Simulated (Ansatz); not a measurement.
# Cl2GeH4OSi: the cost of one run

Program: Ansatz 0.2.0, driven from Python. The levels of theory stand in the script. These are calculated values, not measurements.

### Step 1. The system

Bond lengths: O1–Ge2 1.740 Å, Ge2–Si3 2.286 Å, Ge2–Cl4 2.134 Å, Ge2–Cl5 2.171 Å, O1–H6 1.058 Å, Si3–H7 1.508 Å, Si3–H8 1.423 Å, Si3–H9 1.534 Å. Angles: O1–Ge2–Si3 107.6°, O1–Ge2–Cl4 112.2°, O1–Ge2–Cl5 110.7°, Si3–Ge2–Cl4 108.5°, Si3–Ge2–Cl5 109.9°, Cl4–Ge2–Cl5 107.9°, Ge2–O1–H6 105.0°, Ge2–Si3–H7 110.4°, Ge2–Si3–H8 112.0°, Ge2–Si3–H9 110.1°, H7–Si3–H8 108.9°, H7–Si3–H9 107.1°, H8–Si3–H9 108.2°.

The script holds or builds the structure itself.

### Step 2. The code

The input, methods_cl2geh4osi.py:

```python
from pathlib import Path

import ansatz as az
import numpy as np

geometry = (
    az.Crystal.molecule()
    .atom("O", (-1.6902, 1.043, 0.3538))
    .atom("Ge", (-0.3655, 0.4154, -0.5839))
    .atom("Si", (0.8948, -0.9035, 0.7938))
    .atom("Cl", (-1.0322, -0.7682, -2.2301))
    .atom("Cl", (0.85, 2.0314, -1.3749))
    .atom("H", (-2.2369, 1.6519, -0.3166))
    .atom("H", (2.0855, -1.4524, 0.0496))
    .atom("H", (0.145, -1.9889, 1.326))
    .atom("H", (1.438, -0.0749, 1.9652))
)

calc = (
    geometry.calculation()
    .basis(gaussian="def2-SVP")
    .accuracy("high")
    .scf(lower_state_search="standard")
)

print("functional    E (Ha)        dipole (D)   HOMO (eV)  LUMO (eV)")
for name in ["hse06", "pbe", "revpbe", "cam_b3lyp", "r2scan0"]:
    r = calc.functional(name).forces().orbitals().run(threads=1, runs_dir="runs").report
    lines = Path(r["orbitals_path"]).read_text().splitlines()
    field_of = lambda key: [line.split("=")[1].strip() for line in lines if line.startswith(key)]
    orbitals = [(27.211386 * float(e), s, float(n)) for e, s, n in zip(field_of("Ene="), field_of("Spin="), field_of("Occup="))]
    homo = max(e for e, _, n in orbitals if n > 0.5)
    lumo = min(e for e, _, n in orbitals if n < 0.5)
    dipole = 4.803205 * np.linalg.norm(r["charge_distribution"]["dipole_moment_e_ang"])
    print(f"{name:10s} {r['free_energy_ev'] / 27.211386246:14.6f} {dipole:9.3f} {homo:11.3f} {lumo:10.3f}")
```

### Step 3. What the engine is handed

The package turns the script's settings into the engine's input (first run):

```yaml
crystal:
  periodic: [false, false, false]
  atoms:
    - { symbol: O, position_ang: [-1.6902, 1.043, 0.3538] }
    - { symbol: Ge, position_ang: [-0.3655, 0.4154, -0.5839] }
    - { symbol: Si, position_ang: [0.8948, -0.9035, 0.7938] }
    - { symbol: Cl, position_ang: [-1.0322, -0.7682, -2.2301] }
    - { symbol: Cl, position_ang: [0.85, 2.0314, -1.3749] }
    - { symbol: H, position_ang: [-2.2369, 1.6519, -0.3166] }
    - { symbol: H, position_ang: [2.0855, -1.4524, 0.0496] }
    - { symbol: H, position_ang: [0.145, -1.9889, 1.326] }
    - { symbol: H, position_ang: [1.438, -0.0749, 1.9652] }
accuracy: high
basis:
  gaussian:
    orbitals: def2-SVP
hamiltonian:
  xc: hse06
scf:
  lower_state_search: standard
output:
  orbitals: {}
  forces: true
```

### Step 4. Running it

Launch:

```bash
$ python methods_cl2geh4osi.py
```

**Question.** How long does this script take on 1 thread of Arm Neoverse V1, shared host, and how much memory does it need?

About 2.1 min, with a peak of 0.73 GiB.
